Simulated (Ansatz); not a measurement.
# HS2Te: the cost of one run

Program: Ansatz 0.2.0. Level of theory: UHF/def2-SVP. These are calculated values, not measurements.

## 1. The starting structure

Bond lengths: S1–S2 2.070 Å, S2–Te3 2.335 Å, S1–H4 1.333 Å. Angles: S1–S2–Te3 108.5°, S2–S1–H4 94.8°.

Coordinates:

```xyz
4

S    -0.3586    1.1739   -0.2953
S    -0.3688   -0.7238    0.5307
Te    1.8189   -1.2866    1.1206
H    -1.0916    0.8365   -1.3560
```

## 2. End point A

File input.yaml:

```yaml
crystal:
  periodic: [false, false, false]
  atoms:
    - { symbol: S, position_ang: [-0.35857, 1.17387, -0.29527] }
    - { symbol: S, position_ang: [-0.36877, -0.72377, 0.53071] }
    - { symbol: Te, position_ang: [1.81893, -1.28659, 1.12056] }
    - { symbol: H, position_ang: [-1.09159, 0.83649, -1.356] }
magnetization:
  spin_polarized: true
  initial_magnetization: 1
basis:
  gaussian: { orbitals: def2-SVP }
hamiltonian:
  xc: hf
relax:
  f_tol: 0.02
  max_steps: 50
```

The run is started by

```bash
> ansatz run input.yaml --threads 1 --pin off --max-ram 2048MiB --backend cpu --events-out ev --progress --plain --runs-dir out
```

**Question.** How long does this run take on 1 thread of Arm Neoverse V2, shared host, and how much memory does it need?

About 18 s, with a peak of 0.18 GiB.
